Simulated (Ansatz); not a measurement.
# CdGeAs2: how the settings move a single-point run

Aim: see which settings change the result for CdGeAs2, by how much, and at what cost. The cell is built on a prototype (ordering on zincblende) and needn't be the phase found in nature.

Method: reference: DFT, PBEsol, plane waves, PAW, in Ansatz 0.2.0.

**1. The structure to begin with**

It takes space group P-4m2 (No. 115, tetragonal). The conventional cell has a = 4.076 Å, b = 4.076 Å, c = 6.118 Å, α = 90.00°, β = 90.00°, γ = 90.00°. Cd (site symmetry -4m2) is surrounded by 4 As at 2.61 Å. As (site symmetry 2mm) is surrounded by 2 Ge at 2.49 Å and 2 Cd at 2.61 Å. Ge (site symmetry -4m2) is surrounded by 4 As at 2.49 Å.

As a file:

```
Cd As Ge
1.0
     4.07637    0.00000    0.00000
     0.00000    4.07637    0.00000
     0.00000    0.00000    6.11832
Cd As Ge
1 2 1
Direct
  0.00000 0.00000 0.00000
  0.00000 0.50000 0.26723
  0.50000 0.00000 0.73277
  0.50000 0.50000 0.50000
```

**2. The reference run**

Contents of input.yaml:

```yaml
crystal:
  lattice:
    - [4.076371712, 0.0, 0.0]
    - [0.0, 4.076371712, 0.0]
    - [0.0, 0.0, 6.1183213177]
  atoms:
    - { symbol: Cd, position: [0.0, 0.0, 0.0] }
    - { symbol: As, position: [0.0, 0.5, 0.2672334419] }
    - { symbol: Ge, position: [0.5, 0.5, 0.5] }
    - { symbol: As, position: [0.5, 0.0, 0.7327665581] }
kpoints:
  mp_grid: { grid: [4, 4, 4] }
hamiltonian:
  xc: pbesol
scf:
  occupations: { method: fermi_dirac, width: 0.02 }
  n_extra_bands: 5
output:
  forces: true
  stress: true
  eigenvalues: true
```

Launch:

```
> ansatz run input.yaml --threads 4 --pin off --max-ram 3686MiB --backend cpu --events-out ev --progress --plain --runs-dir out
```

**3. Changed: xc mr2scan**

input.yaml: that of step 2 with these lines changed.

```diff
@@ -13,3 +13,3 @@
 hamiltonian:
-  xc: pbesol
+  xc: mr2scan
 scf:
```

**4. Changed: occupations.method methfessel_paxton, occupations.width 0.05**

input.yaml: that of step 2 with these lines changed.

```diff
@@ -15,3 +15,3 @@
 scf:
-  occupations: { method: fermi_dirac, width: 0.02 }
+  occupations: { method: methfessel_paxton, width: 0.05 }
   n_extra_bands: 5
```

**5. Variant: preconditioner none**

input.yaml: that of step 2 with these lines changed.

```diff
@@ -17,2 +17,3 @@
   n_extra_bands: 5
+  mixing: { preconditioner: none }
 output:
```

**6. Changed: ecutwfc 250**

input.yaml: that of step 2 with these lines changed.

```diff
@@ -21 +21,3 @@
   eigenvalues: true
+basis:
+  ecutwfc: 250
```

**7. Changing settings: ecutwfc 350**

input.yaml: that of step 2 with these lines changed.

```diff
@@ -21 +21,3 @@
   eigenvalues: true
+basis:
+  ecutwfc: 350
```

**8. Variant: ecutrho_ratio 8**

input.yaml: that of step 2 with these lines changed.

```diff
@@ -17,2 +17,3 @@
   n_extra_bands: 5
+  max_iter: 86
 output:
@@ -21 +22,3 @@
   eigenvalues: true
+basis:
+  ecutrho_ratio: 8
```

**Question.** What will these runs give? Wanted: for each run, ending; energy change; pressure; gap; force.

The runs gave:

| run | ending | energy change | pressure (GPa) | gap (eV) | force (eV/Å) | cycles | time |
| --- | --- | --- | --- | --- | --- | --- | --- |
| reference | converged | 0 | -0.5 | 0.00 | 0.11 | 7 | 3.5 s |
| 1: xc mr2scan | converged | not comparable | 0.2 | 0.00 | 0.04 | 7 | 6.7 s |
| 2: occupations.method methfessel_paxton, occupations.width 0.05 | converged | +0.1 meV/atom (σ→0) | -0.5 | 0.00 | 0.11 | 7 | 3.3 s |
| 3: preconditioner none | converged | 0.0 meV/atom | -0.5 | 0.00 | 0.11 | 7 | 3.1 s |
| 4: ecutwfc 250 | converged | +1.04 eV/atom | -1.0 | 0.00 | 0.15 | 7 | 1.8 s |
| 5: ecutwfc 350 | converged | +5.3 meV/atom | -0.5 | 0.00 | 0.11 | 7 | 2.7 s |
| 6: ecutrho_ratio 8 | converged | 0.0 meV/atom | -0.5 | 0.00 | 0.11 | 7 | 3.6 s |

Residual by cycle in the longest SCF loop of each run; runs are numbered as in the table. The quantity is the density residual dr2, in eV.

| cycle | reference | run 1 | run 2 | run 3 | run 4 | run 5 | run 6 |
| --- | --- | --- | --- | --- | --- | --- | --- |
| 1 | 0.0138 | 0.0233 | 0.0143 | 0.0138 | 0.188 | 0.0142 | 0.0138 |
| 2 | 0.00654 | 0.00896 | 0.00623 | 0.00188 | 0.324 | 0.00709 | 0.00652 |
| 3 | 3.8e-4 | 2.8e-4 | 5.5e-4 | 6.6e-4 | 0.00223 | 3.8e-4 | 3.8e-4 |
| 4 | 1.4e-5 | 4.0e-5 | 3.2e-5 | 7.5e-5 | 2.1e-4 | 1.3e-5 | 1.4e-5 |
| 5 | 4.8e-7 | 3.4e-6 | 1.4e-6 | 9.7e-6 | 7.8e-6 | 5.2e-7 | 4.4e-7 |
| 6 | 1.4e-7 | 1.9e-7 | 3.4e-7 | 4.3e-7 | 7.9e-7 | 1.2e-7 | 1.4e-7 |
| 7 | 1.9e-8 | 1.3e-8 | 5.1e-8 | 2.1e-8 | 3.6e-8 | 1.1e-8 | 1.8e-8 |

What this shows: Semilocal functionals close small gaps, so the missing gap need not be the real solid's. Runs 4 and 5 ran under the cutoff that the potentials recommend, as the log warns, so basis error is mixed into their values, and swamps them where the cutoff is far short. Of the variants the dearest is «xc mr2scan» (6.7 s), the cheapest «ecutwfc 250» (1.8 s), on a shared host.
